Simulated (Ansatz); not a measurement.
# C2H3FSi: the cost of one run

Method: unrestricted cation, the program's frozen cores in correlated methods; program: Ansatz 0.2.0, Gaussian basis.

Levels to be run: UKS PBE-D4/def2-TZVPP; UKS r2SCAN-D4/def2-TZVPP; UKS PBE0-D4/def2-TZVPP; UKS B3LYP-D4/def2-TZVPP; UKS wB97X-V/def2-TZVPP; UKS wB97M-V/def2-TZVPP; UKS B2PLYP/def2-TZVPP; UHF-CCSD(T)/def2-TZVPP; UHF-MP2/def2-QZVPP; extrapolation to the limit; then −ε(HOMO) from the neutral's earlier runs with LDA (SPW92), PBE-D4, revPBE-D4, BLYP-D4, r2SCAN-D4, B97M-V, PBE0-D4, B3LYP-D4, r2SCANh-D4, r2SCAN0-D4, HSE06-D4, BHLYP-D4, CAM-B3LYP-D4, LC-ωPBE, ωB97X-V, ωB97M-V.

### 1 The relaxed structure

All runs share one geometry, relaxed beforehand with PBE0-D4 in a triple-zeta def2 set.

7 atoms, charge 0, spin multiplicity 1.

Atoms are counted from 1 here; the program's logs count them from 0.

Bond lengths: F1–C2 1.267 Å, C2–C3 1.203 Å, C3–Si4 1.816 Å, Si4–H5 1.483 Å, Si4–H6 1.483 Å, Si4–H7 1.483 Å. Angles: F1–C2–C3 179.9°, C2–C3–Si4 179.9°, C3–Si4–H5 109.5°, C3–Si4–H6 109.5°, C3–Si4–H7 109.4°, H5–Si4–H6 109.5°, H5–Si4–H7 109.5°, H6–Si4–H7 109.5°.

### 2 Cation, UKS PBE-D4/def2-TZVPP

File in.yaml:

```yaml
crystal:
  periodic: [false, false, false]
  atoms:
    - {symbol: F, position_ang: [1.794672, -2.320109, 1.288820]}
    - {symbol: C, position_ang: [1.086379, -1.404167, 0.774948]}
    - {symbol: C, position_ang: [0.412611, -0.535084, 0.286915]}
    - {symbol: Si, position_ang: [-0.601281, 0.779601, -0.448972]}
    - {symbol: H, position_ang: [-1.519599, 0.191267, -1.454454]}
    - {symbol: H, position_ang: [-1.392727, 1.446431, 0.613759]}
    - {symbol: H, position_ang: [0.281145, 1.774160, -1.106716]}
basis:
  gaussian: {orbitals: def2-TZVPP}
total_charge: 1
magnetization: {spin_polarized: true, initial_magnetization: 1}
hamiltonian: {xc: pbe, dispersion: d4}
```

Run with:

```
ansatz run in.yaml --threads 2 --pin off --events-out ev --progress --plain --max-ram 4352MiB
```

What time and memory should one allow on 2 threads of Arm Neoverse V1, shared host?

About 32 s, with a peak of 0.39 GiB.
